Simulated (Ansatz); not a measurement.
CH₃FS₂Si, SMILES F[SiH]1CSS1, energies of removing a hydrogen

Program: the Ansatz DFT code, driven from Python.

The cells in order, each with its output:

In [1]:
```python
import ansatz as az
```

In [2]:
```python
BASIS = "cc-pVDZ"
FUNCTIONAL = "cam_b3lyp"


def single_point(molecule, charge=0, unpaired=0):
    calc = (
        molecule.calculation()
        .basis(gaussian=BASIS)
        .functional(FUNCTIONAL)
    )
    if charge:
        calc = calc.charge(charge)
    if unpaired:
        calc = calc.spin("collinear", total=unpaired)
    report = calc.run().report
    if report["published_state_doubts"]:
        print("  doubts:", report["published_state_doubts"])
    return report["free_energy_ev"]
```

In [3]:
```python
def without(molecule, index):
    rest = az.Crystal.molecule()
    for i, site in enumerate(molecule.cartesian_sites):
        if i != index:
            rest = rest.atom(site.symbol, site.position_ang)
    return rest
```

In [4]:
```python
geometry = (
    az.Crystal.molecule()
    .atom("F", (-1.9168, 0.892, -0.4892))
    .atom("Si", (-0.5514, 0.7514, 0.2112))
    .atom("C", (0.1263, -0.972, -0.0632))
    .atom("S", (1.9416, -0.2551, 0.0545))
    .atom("S", (1.0578, 1.2726, -1.0815))
    .atom("H", (-0.478, 1.353, 1.5788))
    .atom("H", (-0.0492, -1.6798, 0.7533))
    .atom("H", (-0.0381, -1.4193, -1.0197))
)
```

In [5]:
```python
whole = single_point(geometry, 0)
hydrogen = single_point(az.Crystal.molecule().atom("H", (0, 0, 0)), 0, 1)
print(f"E(molecule) = {whole:.5f} eV, E(H) = {hydrogen:.5f} eV")
for index in [5, 7]:
    radical = single_point(without(geometry, index), 0, 1)
    print(f"H{index}: homolysis {23.060548 * (radical + hydrogen - whole):.1f} kcal/mol")
```
```text
E(molecule) = -33351.77268 eV, E(H) = -13.54839 eV
H5: homolysis 93.0 kcal/mol
H7: homolysis 110.2 kcal/mol
```

Caveats:
- Total energies depend on the basis set; only differences at equal settings carry meaning.
- The geometry is a force-field or estimated start, not a minimum of this method, and the basis set is short of its limit. All parts are taken at fixed geometry, without zero-point energy.
- Hardware and time: 27 s on 1 thread of Arm Neoverse V1, on a shared host, peak memory 0.38 GiB.
